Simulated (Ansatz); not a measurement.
Run this with Ansatz 0.2.0, Python API and show what comes out.

Script `luh2.py`:
```python
# -*- coding: utf-8 -*-
"""Formation energy of LuH2 from the elements, after relaxing atoms and volume at fixed cell shape."""

from collections import Counter
import warnings

import ansatz
import numpy as np

PHASES = {
    "LuH2": (
        [(0.0, 2.5165, 2.5165), (2.5165, 0.0, 2.5165), (2.5165, 2.5165, 0.0)],
        [
            ("Lu", (0.0, 0.0, 0.0)),
            ("H", (0.25, 0.25, 0.25)),
            ("H", (0.75, 0.75, 0.75)),
        ],
    ),
    "Lu": (
        [(3.5031, 0.0, 0.0), (-1.75155, 3.03377, 0.0), (0.0, 0.0, 5.5509)],
        [
            ("Lu", (1 / 3, 2 / 3, 0.25)),
            ("Lu", (2 / 3, 1 / 3, 0.75)),
        ],
    ),
    "H2": (
        [(9.0, 0.0, 0.0), (0.0, 9.5, 0.0), (0.0, 0.0, 10.0)],
        [
            ("H", (0.5, 0.5, 0.4625)),
            ("H", (0.5, 0.5, 0.5375)),
        ],
    ),
}


def build(vectors, sites):
    crystal = ansatz.Crystal(lattice=ansatz.Lattice.of(vectors))
    for symbol, position in sites:
        crystal = crystal.atom(symbol, position)
    return crystal

GASES = {"H2"}


def solve(name, crystal):
    calc = (
        crystal.calculation()
        .functional("pbesol")
        .basis(450)
        .kpoints(spacing=0.3)
        .occupations("cold", width=0.02)
        .stress()
    )
    if name in GASES:
        return calc.kpoints(1, 1, 1).relax(force_tolerance=0.01).run()
    calc = calc.relax(force_tolerance=0.01, fix_cell=["shape"])
    return calc.run()


def counts(outcome):
    return Counter(site.symbol for site in outcome.lattice.sites)

def formation_energy(outcome, mu):
    n = counts(outcome)
    return (outcome.report["energy_sigma0_ev"] - sum(k * mu[element] for element, k in n.items())) / sum(n.values())


def volume_per_atom(outcome):
    return abs(np.linalg.det(outcome.lattice.cell_ang)) / len(outcome.lattice.sites)

warnings.simplefilter("ignore")

phases = {name: build(*cell) for name, cell in PHASES.items()}

done = {name: solve(name, crystal) for name, crystal in phases.items()}

# energy of one atom in its reference phase
references = {"Lu": "Lu", "H": "H2"}
mu = {element: done[name].report["energy_sigma0_ev"] / len(done[name].lattice.sites) for element, name in references.items()}

target = done["LuH2"]
heat = formation_energy(target, mu)
for element, value in mu.items():
    print(f"mu({element}) = {value:.4f} eV from {references[element]}, {volume_per_atom(done[references[element]]):.2f} A^3/atom")
print(f"formation energy of LuH2: {heat:.4f} eV/atom = {96.4853 * heat:.1f} kJ/mol of atoms")
# no correction for the overbinding of the gas molecule is applied
```

```console
$ python luh2.py
mu(Lu) = -14611.4900 eV from Lu, 27.49 A^3/atom
mu(H) = -15.6103 eV from H2, 427.50 A^3/atom
formation energy of LuH2: -0.7429 eV/atom = -71.7 kJ/mol of atoms
```

The formation energy is -0.743 eV an atom (-71.7 kJ per mole of atoms), so LuH2 lies below the reference phases.

Absolute energies stand on the zero of these potentials, so only differences at equal settings mean something. For the metals among these phases the mesh is modest: differences between phases can be off by up to 40 meV an atom. The program warned that this SCF threshold is loose for forces or stresses. Atoms and volume are relaxed with the cell's shape held, which in cells of lower than cubic symmetry can hide stresses and shift volumes. The cells come from databases of deposited and of computed structures, and not all need be stable phases. The compound is the structure given, not necessarily its lowest; energies are at zero temperature, with no correction for gases. A semilocal functional's error on such energies is often 0.05 to 0.1 eV an atom, and 0.1 to 0.3 eV against gases such as O2 or F2. The script silences warnings, which a real study should read. It ran for 23 s on 1 thread of Arm Neoverse V2, with other jobs on the host, peak memory 0.53 GiB.

(A comment or docstring line of the script was reworded after the run, the code is as it ran.)
